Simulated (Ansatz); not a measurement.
# SbPt: the cost of one run

Computed with Ansatz 0.2.0 (DFT PBEsol, scalar-relativistic, plane waves, PAW, unless a step's input says otherwise).

1 further run of the same task is left out (set aside as unsound or not needed).

## Step 1: The structure to begin with

The structure is cubic, space group Fm-3m (No. 225). Conventional cell: a = 5.438 Å, b = 5.438 Å, c = 5.438 Å, α = 90.00°, β = 90.00°, γ = 90.00°. Around Pt (site symmetry m-3m) lie 6 Sb at 2.72 Å. Sb (site symmetry m-3m) has 6 Pt at 2.72 Å as nearest neighbours.

Structure file:

```
Pt Sb
1.0
     3.84532    0.00000    0.00000
    -1.92266    3.33014    0.00000
     0.00000    0.00000    9.41907
Pt Sb
3 3
Direct
  0.00000 0.00000 0.00000
  0.33333 0.66667 0.33333
  0.66667 0.33333 0.66667
  0.66667 0.33333 0.16667
  0.00000 0.00000 0.50000
  0.33333 0.66667 0.83333
```

The cell was made up by rule, so the compound may not exist in this form.

(A quick probe on a coarse mesh, which set the mesh and smearing, is not shown.)

## Step 3: Full relaxation

input.yaml

```yaml
crystal:
  lattice:
    - [3.84532, 0.0, 0.0]
    - [-1.92266, 3.330145, 0.0]
    - [0.0, 0.0, 9.419071]
  atoms:
    - { symbol: Pt, position: [0.0, 0.0, 0.0] }
    - { symbol: Sb, position: [0.66666667, 0.33333333, 0.16666667] }
    - { symbol: Pt, position: [0.33333333, 0.66666667, 0.33333333] }
    - { symbol: Sb, position: [0.0, 0.0, 0.5] }
    - { symbol: Pt, position: [0.66666667, 0.33333333, 0.66666667] }
    - { symbol: Sb, position: [0.33333333, 0.66666667, 0.83333333] }
basis:
  ecutwfc: 420
kpoints:
  mp_grid: { grid: [12, 12, 4] }
hamiltonian:
  xc: pbesol
scf:
  occupations: { method: gaussian, width: 0.1 }
output:
  forces: true
  stress: true
  eigenvalues: true
relax:
  adjacent_minimum: "off"
  f_tol: 0.005
  max_steps: 80
  cell: { stress_tol: 0.05 }
```

Started as:

```
$ ansatz run input.yaml --threads 1 --pin off --max-ram 2560MiB --backend cpu --events-out ev --progress --plain --runs-dir out
```

Q: Estimate wall time and peak memory on 1 thread of Arm Neoverse V1, shared host.

About 2.4 min, with a peak of 0.62 GiB.
